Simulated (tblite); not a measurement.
# C6H16N2Si: the cost of one run

Computed with tblite 0.8.0 and PySCF 2.14.0, with density-fitted response routines of our own, on a single molecule in the gas phase. Atoms are numbered from 0 throughout.

### 1 Starting geometry

25 atoms, charge 0, multiplicity 1; geometry from: force field or distance geometry start.

Bonds of the start (Å): C0–C1 1.53, C1–C2 1.55, C1–C3 1.55, C1–C4 1.57, C4–C5 1.55, C5–N6 1.48, N6–Si7 1.71, Si7–N8 1.72, N8–C4 1.50, C0–H9 1.09, C0–H10 1.11, C0–H11 1.09, C2–H12 1.11, C2–H13 1.09, C2–H14 1.10, C3–H15 1.09, C3–H16 1.10, C3–H17 1.08, C4–H18 1.10, C5–H19 1.10, C5–H20 1.09, N6–H21 1.01, Si7–H22 1.48, Si7–H23 1.48, N8–H24 1.01.

### 2 Relaxing the molecule with GFN2-xTB

Job settings and geometry (Å):

```
{"job": {"kind": "relax", "xc": "GFN2-xTB", "basis": "xTB"}, "charge": 0, "multiplicity": 1}
C     -1.436500    -0.263500    -1.346800
C     -1.055300     0.328200     0.014700
C     -1.890500    -0.376200     1.110700
C     -1.408900     1.832800     0.020000
C      0.462900     0.148400     0.368000
C      0.965400    -1.313700     0.447100
N      2.437100    -1.211200     0.349000
Si     2.993300     0.146700    -0.526900
N      1.403000     0.800400    -0.594600
H     -1.261100    -1.338000    -1.397400
H     -2.518200    -0.116000    -1.538000
H     -0.911000     0.218100    -2.166600
H     -2.974600    -0.195900     0.955400
H     -1.740000    -1.457500     1.103300
H     -1.654300     0.010900     2.108600
H     -2.483800     1.978200    -0.124500
H     -1.152000     2.293000     0.991000
H     -0.878000     2.363300    -0.760200
H      0.638000     0.623200     1.347700
H      0.689400    -1.782800     1.401400
H      0.592100    -1.920300    -0.372100
H      2.823700    -2.067200    -0.028700
H      3.897300     0.977400     0.297600
H      3.375500    -0.290300    -1.885800
H      1.075900     0.636300    -1.538200
```

Command:

```sh
OMP_NUM_THREADS=1 python probes_run.py task.json out
```

The driver reads the jobs from task.json and runs them one after another.

Q: Estimate the wall time of this first job on 1 thread of AMD EPYC 9R45, shared host.

About 1.1 s.
